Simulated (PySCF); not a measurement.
**One shape, several levels: AlGeNH4O (SMILES [NH2][GeH]1[O][AlH]1)**

Aim: a comparison of 4 runs (CAM-B3LYP/pc-0, CAM-B3LYP/pc-1, CAM-B3LYP/aug-pc-1, CAM-B3LYP/pc-2) of AlGeNH4O. 

The results are computed with PySCF 2.14.0.

### 1 Starting point

AlGeNH4O: 8 atoms, total charge 0, spin state singlet. SMILES: `[NH2][GeH]1[O][AlH]1`. Geometry: relaxed at PBE0-D4/def2-TZVP. This is one conformer, not always the lowest.

Bond lengths: N1–Ge2 1.822 Å, Ge2–O3 1.896 Å, Ge2–Al4 2.331 Å, O3–Al4 1.699 Å, N1–H5 1.009 Å, N1–H6 1.008 Å, Ge2–H7 1.543 Å, Al4–H8 1.577 Å. Some angles: N1–Ge2–O3 114.7°, N1–Ge2–Al4 126.9°, O3–Ge2–Al4 46.0°, Ge2–O3–Al4 80.7°, Ge2–Al4–O3 53.4°, N1–Ge2–H7 103.9°, O3–Ge2–H7 108.8°, Al4–Ge2–H7 128.4°, Ge2–N1–H5 116.8°, Ge2–N1–H6 117.5°.

### 2 The energy at CAM-B3LYP/pc-0 (run 1)

The input, run.py:

```python
from pyscf import gto, dft

system = gto.Mole()
system.atom = [
    ('N', (-1.000700, 1.330400, 0.514400)),
    ('Ge', (0.239100, 0.000100, 0.626900)),
    ('O', (1.177500, -0.346000, -0.983500)),
    ('Al', (0.431500, -1.856900, -0.769100)),
    ('H', (-0.662600, 2.276400, 0.611900)),
    ('H', (-1.682100, 1.271200, -0.226100)),
    ('H', (1.237900, 0.511900, 1.685400)),
    ('H', (0.351700, -3.244100, -1.515600)),
]
system.basis = 'pc-0'
system.spin = 0
system.max_memory = 1860
system.verbose = 4
system.build()

myscf = dft.RKS(system)
myscf.xc = 'cam-b3lyp'
myscf.conv_tol = 1e-10
myscf.grids.level = 4
myscf.kernel()
if not myscf.converged:
    myscf = myscf.newton().run(myscf.mo_coeff, myscf.mo_occ)

energy = myscf.e_tot
print('E(%s) = %.9f' % ('CAM-B3LYP', energy))
```

Command:

```sh
OMP_NUM_THREADS=1 python run.py
```

Output:

```text
PySCF version 2.14.0

[... 80 lines left out ...]
converged SCF energy = -2449.79281258765
E(CAM-B3LYP) = -2449.792812588
```

Wall time 13 s (1 thread of Intel Xeon Platinum 8488C (Sapphire Rapids), shared host); peak memory 0.34 GiB.

### 3 A single-point energy at CAM-B3LYP/pc-1 (run 2)

The input, calc.py:

```python
from pyscf import gto, dft

mol = gto.Mole()
mol.atom = '''
N     -1.891049     2.514092     0.972075
Ge     0.451834     0.000189     1.184669
O      2.225153    -0.653845    -1.858546
Al     0.815417    -3.509032    -1.453388
H     -1.252133     4.301773     1.156323
H     -3.178708     2.402220    -0.427267
H      2.339292     0.967351     3.184944
H      0.664617    -6.130461    -2.864069
'''
mol.verbose = 4
mol.basis = 'pc-1'
mol.max_memory = 1860
mol.spin = 0
mol.unit = 'bohr'
mol.build()

ks = dft.RKS(mol, xc='cam-b3lyp')
ks.conv_tol = 1e-10
ks.grids.level = 4
ks.kernel()
if not ks.converged:
    ks = ks.newton().run(ks.mo_coeff, ks.mo_occ)

e_final = ks.e_tot
print(f'total energy: {e_final:.8f} hartree')
```

Command:

```sh
OMP_NUM_THREADS=1 python calc.py
```

Output:

```text
PySCF version 2.14.0

[... 80 lines left out ...]
converged SCF energy = -2451.81827394597
total energy: -2451.81827395 hartree
```

Wall time 32 s (1 thread of Intel Xeon Platinum 8488C (Sapphire Rapids), shared host); peak memory 0.48 GiB.

Run 3 isn't shown in full; the table further down has it.

### 4 The energy at CAM-B3LYP/pc-2 (run 4)

The input, calc.py:

```python
# [NH2][GeH]1[O][AlH]1
from pyscf import gto, dft

mol = gto.M(
    atom='''
N     -1.000700     1.330400     0.514400
Ge     0.239100     0.000100     0.626900
O      1.177500    -0.346000    -0.983500
Al     0.431500    -1.856900    -0.769100
H     -0.662600     2.276400     0.611900
H     -1.682100     1.271200    -0.226100
H      1.237900     0.511900     1.685400
H      0.351700    -3.244100    -1.515600
''',
    basis='pc-2',
    verbose=3,
    max_memory=1860,
    spin=0,
)

myscf = dft.RKS(mol, xc='cam-b3lyp')
myscf.grids.level = 4
myscf.conv_tol = 1e-10
myscf.kernel()
if not myscf.converged:
    myscf = myscf.newton().run(myscf.mo_coeff, myscf.mo_occ)

e_final = myscf.e_tot
print(f'total energy: {e_final:.8f} hartree')
```

Command:

```sh
OMP_NUM_THREADS=1 python calc.py
```

Output:

```text
converged SCF energy = -2452.05095262226
total energy: -2452.05095262 hartree
```

Run time: 3 min. Hardware: 1 thread of Intel Xeon Platinum 8488C (Sapphire Rapids), shared host; peak memory 1.8 GiB.

### 5 The series

```csv
run,level,energy (Eh),dipole moment (D),HOMO energy (eV),LUMO energy (eV),wall time
1,CAM-B3LYP/pc-0,-2449.792813,1.82,-7.29,-0.27,13 s
2,CAM-B3LYP/pc-1,-2451.818274,1.66,-7.49,-0.35,32 s
3,CAM-B3LYP/aug-pc-1,-2451.835743,1.70,-7.63,-0.65,75 s
4,CAM-B3LYP/pc-2,-2452.050953,1.70,-7.58,-0.53,3 min
```

Convergence of the dipole moment of singlet AlGeNH4O with the basis set, against the last point:

```csv
basis set,from the last (D),wall time
pc-0,+0.1167,13 s
pc-1,-0.0394,32 s
aug-pc-1,-0.0027,75 s
pc-2,+0.0000,3 min
```

Convergence of the HOMO energy of singlet AlGeNH4O with the basis set, against the last point:

```csv
basis set,from the last (eV),wall time
pc-0,+0.2838,13 s
pc-1,+0.0845,32 s
aug-pc-1,-0.0489,75 s
pc-2,+0.0000,3 min
```

### 6 Results

```
            quantity           value
 run 4: total energy  -2452.05095 Eh
run 4: dipole moment          1.70 D
  run 4: HOMO energy        -7.58 eV
  run 4: LUMO energy        -0.53 eV
run 4: HOMO–LUMO gap         7.05 eV
```

In words: For the dipole moment of singlet AlGeNH4O to stay within 0.1 D of the last point, pc-1 is the first point of the series from which all later ones do (32 s against 3 min). For the HOMO energy of singlet AlGeNH4O to stay within 0.1 eV of the last point, pc-1 is the first point of the series from which all later ones do (32 s against 3 min). The dipole moment (its size) runs from 1.66 D (CAM-B3LYP/pc-1) to 1.82 D (CAM-B3LYP/pc-0). The HOMO–LUMO gap runs from 6.98 eV (CAM-B3LYP/aug-pc-1) to 7.15 eV (CAM-B3LYP/pc-1). All runs together took 5 min, the longest 3 min.
